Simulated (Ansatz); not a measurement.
# ClF₄HMoO: basis-set convergence

One table from this session's results is given with a row withheld; the runs are named, their logs left out.

Method: one geometry, several basis sets; program: Ansatz 0.2.0, Gaussian basis.

Plan: PBE0-D4/def2-SVP; ωB97M-V/def2-SVP; PBE0-D4/def2-QZVPP; ωB97M-V/def2-QZVPP; the functionals' def2-TZVPP values are taken from earlier runs.

### Structure used throughout

The geometry comes from an earlier relaxation with PBE0-D4 in a triple-zeta def2 set; it is a stationary point, not always the lowest conformer. Mo takes the def2 core potential; no spin-orbit term is included.

8 atoms, charge 0, spin multiplicity 1.

Atoms are counted from 1 here; the program's logs count them from 0.

Bond lengths: O1–Mo2 1.826 Å, O1–H8 0.963 Å, Mo2–F3 1.857 Å, Mo2–F4 1.829 Å, Mo2–F5 1.832 Å, Mo2–F6 1.832 Å, Mo2–Cl7 2.250 Å. Angles: Mo2–O1–H8 132.5°, O1–Mo2–F3 83.9°, O1–Mo2–F4 167.7°, O1–Mo2–F5 93.2°, O1–Mo2–F6 93.2°, O1–Mo2–Cl7 95.3°, F3–Mo2–F4 83.9°, F3–Mo2–F5 90.7°, F3–Mo2–F6 90.7°, F3–Mo2–Cl7 179.1°, F4–Mo2–F5 86.9°, F4–Mo2–F6 86.9°, F4–Mo2–Cl7 97.0°, F5–Mo2–F6 173.5°, F5–Mo2–Cl7 89.3°, F6–Mo2–Cl7 89.3°.

Set-up of the first run:

in.yaml

```yaml
crystal:
  periodic: [false, false, false]
  atoms:
    - {symbol: O, position_ang: [-0.700133, 0.623952, -1.222269]}
    - {symbol: Mo, position_ang: [0.209014, -0.056244, 0.207457]}
    - {symbol: F, position_ang: [-1.319065, -1.086253, 0.435672]}
    - {symbol: F, position_ang: [0.797817, -0.954472, 1.687615]}
    - {symbol: F, position_ang: [0.984990, -1.386083, -0.786224]}
    - {symbol: F, position_ang: [-0.445024, 1.210728, 1.358556]}
    - {symbol: Cl, position_ang: [2.046099, 1.206497, -0.096628]}
    - {symbol: H, position_ang: [-1.573719, 0.441875, -1.584160]}
basis:
  gaussian: {orbitals: def2-SVP}
hamiltonian: {xc: pbe0, dispersion: d4}
output: {orbitals: {seedname: orbitals}}
```

Command:

```bash
$ ansatz run in.yaml --threads 4 --pin off --events-out ev --progress --plain --max-ram 11315MiB
```

Among the steps run: PBE0-D4 in def2-SVP; ωB97M-V in def2-SVP; PBE0-D4 in def2-QZVPP; ωB97M-V in def2-QZVPP.

One of the session's tables, all rows but one given; the rest of the session is left out.

It belongs to the step «Density functionals: the series». 

```
functional       basis  HOMO (eV)  LUMO (eV)
   PBE0-D4    def2-SVP     -10.23      -5.28
   PBE0-D4  def2-TZVPP     -10.19      -5.14
   PBE0-D4  def2-QZVPP          ?          ?
   ωB97M-V    def2-SVP     -12.42      -3.20
   ωB97M-V  def2-TZVPP     -12.41      -3.08
   ωB97M-V  def2-QZVPP     -12.40      -3.06
```

Estimate the missing values for PBE0-D4, def2-QZVPP.

**Answer.** HOMO (eV): -10.17; LUMO (eV): -5.11. In the column «HOMO (eV)» it is the highest.
